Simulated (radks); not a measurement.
# H⁻ held by a Watson sphere

Aim: the size and levels of H⁻ inside a shell of charge +1 and radius R, which stands for the Madelung well of a crystal, for several R.

The numbers are computed with radks (a radial shooting solver on a logarithmic mesh, Libxc functionals) version 1 (non-relativistic Kohn-Sham, r2SCAN, spin-unpolarised, spherical densities, point nucleus), except any that are marked as measured or tabulated.

## (1) The system

```
element       : hydrogen (Z = 1)
charge        : -1
electrons     : 2
configuration : [He]
```

The outer shells:

H⁻
```
1s [↑↓]
```

## (2) R = 1.5 bohr

Input:

```text
Z 1
configuration [He]
relativity non-relativistic
functional r2scan,r2scan
spin unpolarised
nucleus point
watson charge 1 radius 1.5 bohr
```

## (3) R = 1.56 bohr

Changes since step 2:

```diff
@@ -6,2 +6,2 @@
 nucleus point
-watson charge 1 radius 1.5 bohr
+watson charge 1 radius 1.56 bohr
```

## (4) R = 2.44 bohr

Changes since step 3:

```diff
@@ -6,2 +6,2 @@
 nucleus point
-watson charge 1 radius 1.56 bohr
+watson charge 1 radius 2.44 bohr
```

## (5) R = 2.49 bohr

Changes since step 4:

```diff
@@ -6,2 +6,2 @@
 nucleus point
-watson charge 1 radius 2.44 bohr
+watson charge 1 radius 2.49 bohr
```

## (6) R = 2.69 bohr

Changes since step 5:

```diff
@@ -6,2 +6,2 @@
 nucleus point
-watson charge 1 radius 2.49 bohr
+watson charge 1 radius 2.69 bohr
```

## (7) R = 3.02 bohr

Changes since step 6:

```diff
@@ -6,2 +6,2 @@
 nucleus point
-watson charge 1 radius 2.69 bohr
+watson charge 1 radius 3.02 bohr
```

Before running it: what results should come out? Wanted: for each run, R; highest level; its <r>; sum of <r²>.

The runs gave:

```tsv
R (bohr)	highest level (eV)	its <r> (bohr)	sum of <r²> (bohr²)
1.5	-8.496	1.603	6.782
1.56	-8.311	1.627	6.983
2.44	-6.242	1.915	9.804
2.49	-6.151	1.929	9.956
2.69	-5.808	1.981	10.55
3.02	-5.305	2.058	11.49
```

What this shows: From R = 1.5 to 3.02 bohr the top level moves from -8.496 to -5.305 eV and its mean radius from 1.60 to 2.06 bohr. A wider sphere makes a shallower well, so the ion swells.
